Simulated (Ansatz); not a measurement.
**AsH (singlet): from Hartree-Fock to the top rungs, aug-cc-pVTZ**

One table from this session's results is given with a row withheld; the runs are named, their logs left out.

The runs use Ansatz 0.2.0, Gaussian basis; aug-cc-pVTZ, core rule «outside noble gas», up to 14 orbitals frozen.

To be run: UHF; CCSD(T) on RHF; CCSD(T) on UHF; BCCD(T) on RHF; CCSDT(Q) on RHF; CCSDT(Q) on UHF; CCSDTQ on RHF; CASSCF and MRCISD+Q, 6 electrons in 5 orbitals; CASSCF and NEVPT2, 6 electrons in 5 orbitals.

5 further runs of the same task are left out: 1 that didn't finish, 4 set aside as unsound or not needed.

## The system

The geometry is a PBE0/def2-TZVP stationary point (not a proven minimum). No spin-orbit coupling is included. The filled d shell of As may be among the frozen orbitals whatever the setting's name suggests; the logs give the count.

2 atoms, charge 0, spin multiplicity 1.

Atoms are counted from 1 here; the program's logs count them from 0.

Bond lengths: As1–H2 1.529 Å.

The first run:

Input file in.yaml:

```yaml
crystal:
  periodic: [false, false, false]
  atoms:
    - {symbol: As, position_ang: [0.000000, 0.000000, 0.000000]}
    - {symbol: H, position_ang: [0.000000, 0.000000, 1.529400]}
basis:
  gaussian: {orbitals: aug-cc-pVTZ}
magnetization: {spin_polarized: true, initial_magnetization: 0}
hamiltonian: {xc: hf}
output: {orbitals: {seedname: orbitals}}
```

On the command line:

```
$ ansatz run in.yaml --threads 1 --pin off --events-out ev --progress --plain --max-ram 3956MiB --backend cpu
```

Steps of the session up to this table: UHF; CCSD(T) on RHF; CCSD(T) on UHF; BCCD(T) on RHF; CCSDT(Q) on RHF; CCSDT(Q) on UHF; CCSDTQ on RHF; CASSCF and MRCISD+Q, 6 electrons in 5 orbitals; CASSCF and NEVPT2, 6 electrons in 5 orbitals.

One of the session's tables, all rows but one given; the rest of the session is left out.

```
          method  from RCCSDT(Q) (meV)
             RHF               +4297.2
             UHF               +2848.1
            RMP2               +1191.1
            UMP2                +250.5
           RCCSD                +415.4
           UCCSD                -443.8
        RCCSD(T)                +213.0
        UCCSD(T)                -614.0
         BCCD(T)                +214.1
          RCCSDT                 +30.3
          UCCSDT                -869.1
       RCCSDT(Q)                     0
       UCCSDT(Q)                -931.2
         RCCSDTQ                  +9.1
  CASSCF valence               +3205.3
  NEVPT2 valence                +741.4
  MRCISD valence                +202.2
MRCISD+Q valence                     ?
```

Q: Estimate the row for MRCISD+Q valence from the others.

As computed: from RCCSDT(Q) (meV): +5.2. In the column «from RCCSDT(Q) (meV)» it lies between RCCSDT(Q) (0) and RCCSDTQ (+9.1).

Limits of these values: The determinant is far from a pure spin state, so its energy mixes those of several spin states (harmless only where they are near-degenerate, as at dissociation). The report flags that the cluster equations may have other roots. The program flags UCCSD(T), RCCSDT(Q), UCCSDT(Q), RCCSDTQ as in doubt, so the zero of the table is itself unsure. Warnings: restricted reference is unstable; spin contamination. Restricted and unrestricted rows rest on different reference determinants; where their highest levels disagree by more than a few hundredths of an eV, they describe different states and don't form one ladder.
